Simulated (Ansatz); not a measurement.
# BH6NO2: the cost of one run

Program: Ansatz 0.2.0. Level of theory: RKS r2SCANh-D4/def2-SVP. These are calculated values, not measurements.

## 1. The starting structure

Bond lengths: N2–H3 1.060 Å, N2–H4 1.060 Å, B1–O5 1.410 Å, O5–H6 1.010 Å, B1–O7 1.410 Å, O7–H8 1.010 Å. Angles: H3–N2–H4 120.0°, B1–O5–H6 109.5°, O5–B1–O7 120.0°, B1–O7–H8 109.5°.

Coordinates:

```xyz
10

B     0.0000    0.0000    0.0000
N     0.0000    0.0000    1.9000
H    -0.8770   -0.2713    2.4300
H     0.8770    0.2713    2.4300
O     1.2211    0.0000   -0.7050
H     1.5209   -0.9519   -0.8599
O    -1.2211    0.0000   -0.7050
H    -1.7308   -0.8467   -0.4965
H    -0.1864    1.4017    0.4698
H    -0.1534    1.1538    1.3606
```

## 2. Pulling towards end A

Springs on the bonds that form and break draw the guess towards this end; the thresholds are loose.

Contents of input.yaml:

```yaml
crystal:
  periodic: [false, false, false]
  atoms:
    - { symbol: B, position_ang: [0.0, 0.0, 0.0] }
    - { symbol: "N", position_ang: [0.0, 0.0, 1.9] }
    - { symbol: H, position_ang: [-0.877, -0.2713, 2.43] }
    - { symbol: H, position_ang: [0.877, 0.2713, 2.43] }
    - { symbol: O, position_ang: [1.2211, 0.0, -0.705] }
    - { symbol: H, position_ang: [1.5209, -0.9519, -0.8599] }
    - { symbol: O, position_ang: [-1.2211, 0.0, -0.705] }
    - { symbol: H, position_ang: [-1.7308, -0.8467, -0.4965] }
    - { symbol: H, position_ang: [-0.1864, 1.4017, 0.4698] }
    - { symbol: H, position_ang: [-0.1534, 1.1538, 1.3606] }
basis:
  gaussian: { orbitals: def2-SVP }
hamiltonian:
  xc: r2scanh
  dispersion: d4
relax:
  f_tol: 0.15
  max_steps: 25
  restrain:
    - { distance: [0, 8], at: 2.39, k: 30.0 }
    - { distance: [9, 1], at: 2.26, k: 30.0 }
    - { distance: [0, 1], at: 1.55, k: 30.0 }
    - { distance: [9, 8], at: 0.66, k: 30.0 }
```

Launch:

```console
ansatz run input.yaml --threads 2 --pin off --max-ram 3072MiB --backend cpu --events-out ev --progress --plain --runs-dir out
```

**Question.** How long does this run take on 2 threads of Arm Neoverse V2, shared host, and how much memory does it need?

About 29 s, with a peak of 0.18 GiB.
